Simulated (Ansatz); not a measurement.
ScPd₃, space group Pm-3m: a convergence test of the plane-wave cutoff, run with Ansatz 0.2.0, Python API.

The script, `ecut_scpd3.py`:
```python
'''Convergence of ScPd3 with the plane-wave cutoff.'''

import csv

import ansatz as az
import numpy as np


def main() -> None:
    vectors = np.array([
        [3.982, 0.0, 0.0],
        [0.0, 3.982, 0.0],
        [0.0, 0.0, 3.982],
    ])
    xtal = (
        az.Lattice.of(vectors)
        .atom('Sc', (0.0, 0.0, 0.0))
        .atom('Pd', (0.0, 0.5, 0.5))
        .atom('Pd', (0.5, 0.0, 0.5))
        .atom('Pd', (0.5, 0.5, 0.0))
    )

    base = xtal.calculation()
    base = base.functional('lda')
    base = base.kpoints(spacing=0.32)
    base = base.occupations(az.OccupationsMethod.FERMI_DIRAC, width=0.1)

    rows = []
    for value in [250, 325, 400, 475]:
        rep = base.basis(value).run(threads=1).report
        rows.append((value, rep['free_energy_ev'] / len(rep['lattice']['sites']), rep['n_iterations'], rep['n_pw']))

    with open('ecut.csv', 'w', newline='') as handle:
        writer = csv.writer(handle)
        writer.writerow(['cutoff (eV)', 'F/atom (eV)', 'iterations', 'plane waves'])
        writer.writerows([round(v, 5) if isinstance(v, float) else v for v in row] for row in rows)

    # differences from the last row
    for row in rows[:-1]:
        shift = 1000 * (row[1] - rows[-1][1])
        print(f'{row[0]}: {shift:+.2f} meV/atom' + ('  (within 1 meV)' if abs(shift) < 1 else ''))


if __name__ == '__main__':
    main()
```

From which cutoff on is the energy per atom within 1 meV of the last row, and how does it get there?

From 400 eV on it stays within 1 meV an atom of the value at 475 eV; the first row (250 eV) is off by 1493.4 meV and the last but one by 0.79 meV. The energy falls steadily, as expected when plane waves are added.

What the script printed:

```console
$ python ecut_scpd3.py
DeckWarning: basis.ecutwfc = 250 eV is below the records' recommended 420 eV, and the density's cutoff is lower with it unless basis.ecutrho_ratio is high enough to keep the records' density cutoff: compare with a run at a higher cutoff
DeckWarning: basis.ecutwfc = 325 eV is below the records' recommended 420 eV, and the density's cutoff is lower with it unless basis.ecutrho_ratio is high enough to keep the records' density cutoff: compare with a run at a higher cutoff
DeckWarning: basis.ecutwfc = 400 eV is below the records' recommended 420 eV, and the density's cutoff is lower with it unless basis.ecutrho_ratio is high enough to keep the records' density cutoff: compare with a run at a higher cutoff
250: +1493.43 meV/atom
325: +50.86 meV/atom
400: +0.79 meV/atom  (within 1 meV)
```
(Warnings from the package without file and line.)

`ecut.csv`, as written:
```csv
cutoff (eV),F/atom (eV),iterations,plane waves
250,-5655.08643,8,587
325,-5656.52899,6,847
400,-5656.57907,7,1189
475,-5656.57986,7,1503
```

Notes:
- For a metal this k-point mesh is coarse: on a finer one energies can move by several to tens of meV an atom and pressures by half a GPa or more, differences at one mesh by less.
- The structure is a deposited one; some such entries were measured under pressure or heat, so a shift against it needn't be the functional's error alone.
- Shifts are counted from the last row, which is itself no proven limit.
- Wall time of the script: 6.2 s on 1 thread of Intel(R) Xeon(R) Platinum 8259CL CPU @ 2.50GHz (Skylake/Cascade Lake), with other jobs on the host, peak memory 0.41 GiB.

(Lines on the test bed's own set-up are left out of the output.)
